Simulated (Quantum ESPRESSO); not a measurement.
Mg3ZnC:

```
CELL_PARAMETERS angstrom
4.40693 0.00000 0.00000
0.00000 4.40693 0.00000
0.00000 0.00000 4.40693
ATOMIC_POSITIONS crystal
Zn 0.00000 0.00000 0.00000
Mg 0.50000 0.00000 0.50000
Mg 0.50000 0.50000 0.00000
Mg 0.00000 0.50000 0.50000
C 0.50000 0.50000 0.50000
```

The cell comes from a database or a generator and needn't be the stable form of this composition.

```yaml
Program: Quantum ESPRESSO 7.5
Task: single point
Functional: PBE
Potentials_or_basis: SSSP 1.3 efficiency PBE
Cutoff: 748 eV
Density_cutoff: 5987 eV
k_mesh: 6 × 6 × 6
Occupations: fermi-dirac, width 0.05 eV
Spin: no spin polarisation
```

On this cell: pressure -0.3 GPa; largest force zero by symmetry; band gap on the k mesh none (metal or under the smearing width).

The same run follows on a disturbed copy (atoms moved at random, drawn with an rms of 0.05 Å):

```xyz
5
Lattice="4.4069 0.0000 0.0000 0.0000 4.4069 0.0000 0.0000 0.0000 4.4069" Properties=species:S:1:pos:R:3 pbc="T T T"
Zn    0.0635    0.0014    0.0187
Mg    2.2230    0.0237    2.1854
Mg    2.2469    2.2087    0.0075
Mg   -0.0058    2.1890    2.2057
C     2.2494    2.2204    2.2318
```

What does the disturbed cell give?

The energy (extrapolated to zero smearing) moves by +4.0 meV/atom; pressure -0.2 GPa; largest force 0.546 eV/Å; band gap on the k mesh none (metal or under the smearing width).

Forces on the atoms (eV/Å):
```
Zn  -0.059  0.006 -0.027
Mg  -0.006 -0.150  0.088
Mg  -0.065  0.039  0.112
Mg   0.538  0.088  0.037
C   -0.408  0.017 -0.210
```

Stress tensor (GPa, compression positive):
```
-0.11 -0.01  0.00
-0.01 -0.35 -0.01
 0.00 -0.01 -0.28
```
